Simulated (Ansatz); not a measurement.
**In2TeS: one candidate of a structure search**

The task: take a trial cell of In2TeS to zero force and stress.

Method: DFT PBE, scalar-relativistic, plane waves, PAW, in Ansatz 0.2.0.

## 1. The starting structure

It takes space group P-6m2 (No. 187, hexagonal). Conventional cell: a = 3.953 Å, b = 3.953 Å, c = 8.314 Å, α = 90.00°, β = 90.00°, γ = 120.00°. Around In (site symmetry 3m) lie 1 S at 2.13 Å. Te (site symmetry -6m2) is surrounded by 3 S at 2.28 Å. S (site symmetry -6m2) has 2 In at 2.13 Å and 3 Te at 2.28 Å as nearest neighbours.

Coordinates:

```cif
data_structure
_symmetry_space_group_name_H-M 'P-6m2'
_symmetry_Int_Tables_number 187
_cell_length_a 3.9526
_cell_length_b 3.9526
_cell_length_c 8.3142
_cell_angle_alpha 90.000
_cell_angle_beta 90.000
_cell_angle_gamma 120.000
_cell_volume 112.49
loop_
_atom_site_label
_atom_site_type_symbol
_atom_site_symmetry_multiplicity
_atom_site_Wyckoff_symbol
_atom_site_fract_x
_atom_site_fract_y
_atom_site_fract_z
_atom_site_occupancy
In1 In 2 i 0.66667 0.33333 0.25605 1
Te1 Te 1 a 0.00000 0.00000 0.00000 1
S1 S 1 e 0.66667 0.33333 0.00000 1
```

A structure generator made this guess: random cell by space group and Wyckoff sites (P-6m2, No. 187). The dimensions are guesses.

## 2. A first look at the guess

File input.yaml:

```yaml
crystal:
  lattice:
    - [3.95255469, 0.0, 0.0]
    - [-1.97627734, 3.42301277, 0.0]
    - [0.0, 0.0, 8.31415278]
  atoms:
    - { symbol: In, position: [0.66666667, 0.33333333, 0.25605271] }
    - { symbol: In, position: [0.66666667, 0.33333333, 0.74394729] }
    - { symbol: Te, position: [0.0, 0.0, 0.0] }
    - { symbol: S, position: [0.66666667, 0.33333333, 0.0] }
basis:
  ecutwfc: 420
kpoints:
  mp_grid: { grid: [6, 6, 2] }
hamiltonian:
  xc: pbe
scf:
  occupations: { method: gaussian, width: 0.1 }
  lower_state_search: "off"
output:
  forces: true
  stress: true
  eigenvalues: true
```

Launch:

```
$ ansatz run input.yaml --threads 1 --pin off --max-ram 2560MiB --backend cpu --events-out ev --progress --plain --runs-dir out
```

Further runs follow: coarse relaxation; final relaxation.

**Question.** What will these runs give? Wanted: conventional cell; volume; energy over the elements; gap on the mesh.

**Answer**, as computed:

```
                              quantity                                                                       value
symmetry at the end (tolerance 0.05 Å)                                                 space group P-6m2 (No. 187)
                     conventional cell  a = 5.245 Å, b = 5.245 Å, c = 9.802 Å, α = 90.00°, β = 90.00°, γ = 120.00°
                                volume                                                               58.37 Å³/atom
              energy over the elements                                                               +0.41 eV/atom
                       gap on the mesh                                                                none (metal)
```

**Reading.** The space group P-6m2 (No. 187) is kept, and the volume per atom grows by 107.6 % from the first guess. With a positive formation energy it can't be a ground state. No finished test with a distortion of lower symmetry is shown, so the end may be a saddle point. The runs treat Te without spin-orbit coupling.
